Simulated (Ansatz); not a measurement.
# FH5MoO5: taking an electron away

An exercise on one series of results from a longer session: the logs are not shown, and one member is left open.

Program: Ansatz 0.2.0, Gaussian basis. Level of theory: unrestricted cation, the program's frozen cores in correlated methods. These are calculated values, not measurements.

The runs, in order: UKS PBE-D4/def2-TZVPP; UKS r2SCAN-D4/def2-TZVPP; UKS PBE0-D4/def2-TZVPP; UKS B3LYP-D4/def2-TZVPP; UKS wB97X-V/def2-TZVPP; UKS wB97M-V/def2-TZVPP; UKS B2PLYP/def2-TZVPP; UHF-CCSD(T)/def2-TZVPP; UHF-MP2/def2-QZVPP; extrapolation to the limit; then −ε(HOMO) from the neutral's earlier runs with LDA (SPW92), PBE-D4, revPBE-D4, BLYP-D4, r2SCAN-D4, B97M-V, PBE0-D4, B3LYP-D4, r2SCANh-D4, r2SCAN0-D4, HSE06-D4, BHLYP-D4, CAM-B3LYP-D4, LC-ωPBE, ωB97X-V, ωB97M-V.

**The relaxed structure**

The geometry comes from an earlier relaxation with PBE0-D4 in a triple-zeta def2 set; it is a stationary point, not always the lowest conformer. Mo takes the def2 core potential; no spin-orbit term is included.

12 atoms, charge 0, spin multiplicity 1.

Atoms are counted from 1 here; the program's logs count them from 0.

Bond lengths: O1–Mo2 1.847 Å, O1–H8 0.963 Å, Mo2–O3 1.854 Å, Mo2–O4 1.872 Å, Mo2–O5 1.899 Å, Mo2–O6 1.925 Å, Mo2–F7 1.934 Å, O3–H9 0.963 Å, O4–H10 0.963 Å, O5–H11 0.963 Å, O6–H12 0.962 Å. Angles: Mo2–O1–H8 119.5°, O1–Mo2–O3 98.8°, O1–Mo2–O4 154.5°, O1–Mo2–O5 87.8°, O1–Mo2–O6 101.1°, O1–Mo2–F7 79.4°, O3–Mo2–O4 95.5°, O3–Mo2–O5 158.8°, O3–Mo2–O6 77.0°, O3–Mo2–F7 93.0°, O4–Mo2–O5 86.4°, O4–Mo2–O6 102.7°, O4–Mo2–F7 78.9°, O5–Mo2–O6 82.0°, O5–Mo2–F7 108.0°, O6–Mo2–F7 169.9°, Mo2–O3–H9 120.7°, Mo2–O4–H10 116.8° and more.

The first run:

in.yaml reads:

```yaml
crystal:
  periodic: [false, false, false]
  atoms:
    - {symbol: O, position_ang: [-0.493116, -1.838718, 0.431184]}
    - {symbol: Mo, position_ang: [0.114344, -0.131968, 0.069562]}
    - {symbol: O, position_ang: [0.888942, 0.247104, 1.710989]}
    - {symbol: O, position_ang: [1.089866, 1.147171, -0.887087]}
    - {symbol: O, position_ang: [-1.141791, -0.065648, -1.353454]}
    - {symbol: O, position_ang: [-1.228425, 0.931798, 0.948153]}
    - {symbol: F, position_ang: [1.629171, -1.181567, -0.517317]}
    - {symbol: H, position_ang: [-0.011332, -2.596706, 0.083056]}
    - {symbol: H, position_ang: [0.458577, 0.844871, 2.331401]}
    - {symbol: H, position_ang: [1.897838, 0.846384, -1.315762]}
    - {symbol: H, position_ang: [-1.094732, 0.731009, -1.892368]}
    - {symbol: H, position_ang: [-2.032441, 1.011071, 0.425644]}
basis:
  gaussian: {orbitals: def2-TZVPP}
total_charge: 1
magnetization: {spin_polarized: true, initial_magnetization: 1}
hamiltonian: {xc: pbe, dispersion: d4}
```

Launch:

```console
$ ansatz run in.yaml --threads 2 --pin off --events-out ev --progress --plain --max-ram 32768MiB --backend cuda --devices 0, --max-vram 18GiB
```

Steps of the session up to this table: Cation, UKS PBE-D4/def2-TZVPP; Cation, UKS r2SCAN-D4/def2-TZVPP; Cation, UKS PBE0-D4/def2-TZVPP; Cation, UKS B3LYP-D4/def2-TZVPP; Cation, UKS wB97X-V/def2-TZVPP; Cation, UKS wB97M-V/def2-TZVPP; Cation, UKS B2PLYP (frozen core)/def2-TZVPP; Cation, UHF-CCSD(T)/def2-TZVPP; Cation, UHF-MP2/def2-QZVPP.

One of the session's tables, all rows but one given; the rest of the session is left out.

It belongs to the step «Ionisation energies side by side». Orbital estimates, from the neutral's runs:

| functional | −ε(HOMO) (eV) |
| --- | --- |
| LDA (SPW92) | 7.60 |
| PBE-D4 | 7.37 |
| revPBE-D4 | 7.29 |
| BLYP-D4 | 7.29 |
| r2SCAN-D4 | 7.78 |
| B97M-V | ? |
| PBE0-D4 | 9.09 |
| B3LYP-D4 | 8.83 |
| r2SCANh-D4 | 8.42 |
| r2SCAN0-D4 | 9.39 |
| HSE06-D4 | 8.68 |
| BHLYP-D4 | 10.76 |
| CAM-B3LYP-D4 | 10.59 |
| LC-ωPBE | 11.91 |
| ωB97X-V | 11.57 |
| ωB97M-V | 11.51 |

Q: Estimate the row for B97M-V from the others.

As computed: −ε(HOMO) (eV): 7.87. In the column «−ε(HOMO) (eV)» it lies between r2SCAN-D4 (7.78) and r2SCANh-D4 (8.42).
